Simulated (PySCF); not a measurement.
# C12H8FeO4: the cost of one run

Programs: PySCF 2.14.0, with density-fitted response routines of our own. Each step states its level of theory. These are calculated values for one molecule in the gas phase, unless marked as measured. Atoms count from 0, in the outputs and in this text.

## 1. The molecule as given

25 atoms, charge -2, multiplicity 1; geometry from: GFN2-xTB.

Bonds of the start (Å): O0–C1 1.25, C1–O2 1.24, C1–C3 1.54, C3–C4 1.42, C4–C5 1.42, C5–C6 1.42, C6–C7 1.41, O8–C9 1.25, C9–O10 1.24, C9–C11 1.54, C11–C12 1.42, C12–C13 1.41, C13–C14 1.42, C14–C15 1.42, C7–C3 1.42, C15–C11 1.42, C4–H17 1.08, C5–H18 1.08, C6–H19 1.08, C7–H20 1.08, C12–H21 1.08, C13–H22 1.08, C14–H23 1.08, C15–H24 1.08.

## 2. Relaxing the molecule at PBE0-D3(BJ)/def2-SVP

Job settings and geometry (Å):

```
{"job": {"xc": "PBE0", "basis": "def2-SVP", "d3": "d3bj", "grid": 2, "kind": "geom"}, "charge": -2, "multiplicity": 1}
O     -0.972970    -3.614070     1.784390
C     -1.446950    -3.086520     0.750610
O     -1.947720    -3.653290    -0.228210
C     -1.458110    -1.544890     0.736040
C     -1.066750    -0.685780     1.795700
C     -1.444210     0.639450     1.473930
C     -2.061450     0.614610     0.199500
C     -2.059500    -0.725720    -0.254080
O      1.947720     3.653290     0.228210
C      1.438850     3.086200    -0.767340
O      0.972970     3.614070    -1.784390
C      1.457910     1.544880    -0.736470
C      2.059500     0.725720     0.254080
C      2.061450    -0.614610    -0.199500
C      1.444210    -0.639450    -1.473930
C      1.066750     0.685780    -1.795700
Fe     0.002350     0.000310     0.003300
H     -0.635280    -1.021680     2.725320
H     -1.349670     1.506070     2.112730
H     -2.517120     1.459100    -0.297750
H     -2.515960    -1.097350    -1.157810
H      2.515960     1.097350     1.157810
H      2.517120    -1.459100     0.297750
H      1.349670    -1.506070    -2.112730
H      0.635280     1.021680    -2.725320
```

Q: Estimate the wall time of this first job on 8 threads of Intel Xeon 6975P-C (Granite Rapids), shared host.

About 8.3 min.
